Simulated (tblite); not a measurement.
# C11H22NOSi2: the cost of one run

Computed with tblite 0.8.0 and PySCF 2.14.0 and routines of our own; the level stands in each step. Atoms count from 0.

## (1) The starting structure

37 atoms, charge 1, multiplicity 1; geometry from: force field, distance geometry or constructed start.

## (2) Geometry optimisation with GFN2-xTB

Job settings and geometry (Å):

```
{"job": {"kind": "relax", "xc": "GFN2-xTB", "basis": "xTB"}, "charge": 1, "multiplicity": 1}
C     -3.595300     0.010400    -1.409600
Si    -2.342800     0.405600    -0.083100
C     -2.712800    -0.627900     1.447200
C     -2.491700     2.225200     0.373300
O     -0.782300     0.101400    -0.621300
Si     0.190400    -1.152100    -1.160100
C      0.443900    -2.430000     0.189000
C     -0.519000    -1.984100    -2.672200
C      1.901600    -0.444100    -1.620700
N      2.448000     0.403600    -0.524500
C      2.051800     1.695600    -0.412900
C      2.557800     2.505200     0.597900
C      3.484600     1.986900     1.494600
C      3.895800     0.664600     1.353100
C      3.359700    -0.107300     0.333800
H     -3.583000    -1.050900    -1.655600
H     -3.391800     0.587000    -2.315600
H     -4.610800     0.259500    -1.070200
H     -3.710400    -0.380600     1.841500
H     -1.979300    -0.434600     2.235700
H     -2.700800    -1.689400     1.210400
H     -3.498800     2.446600     0.743000
H     -1.771500     2.484900     1.171400
H     -2.294300     2.848300    -0.492200
H      0.820200    -1.960400     1.107300
H     -0.504700    -2.935000     0.431200
H      1.165000    -3.188800    -0.126300
H     -0.687200    -1.259000    -3.473100
H      0.158200    -2.757900    -3.049100
H     -1.478800    -2.461300    -2.437500
H      2.616700    -1.244100    -1.832700
H      1.825000     0.190900    -2.512500
H      1.322800     2.067400    -1.127600
H      2.233500     3.538900     0.692500
H      3.895300     2.610300     2.282900
H      4.622200     0.245800     2.042700
H      3.655800    -1.148900     0.193700
```

Run with:

```sh
> OMP_NUM_THREADS=1 python large_run.py task.json out
```

One launch serves the whole session: the jobs run in the order shown.

**Question.** How long does this first job take on 1 thread of Arm Neoverse N1, shared host, and how much memory does it need?

About 3.8 s, with a peak of 0.19 GiB.
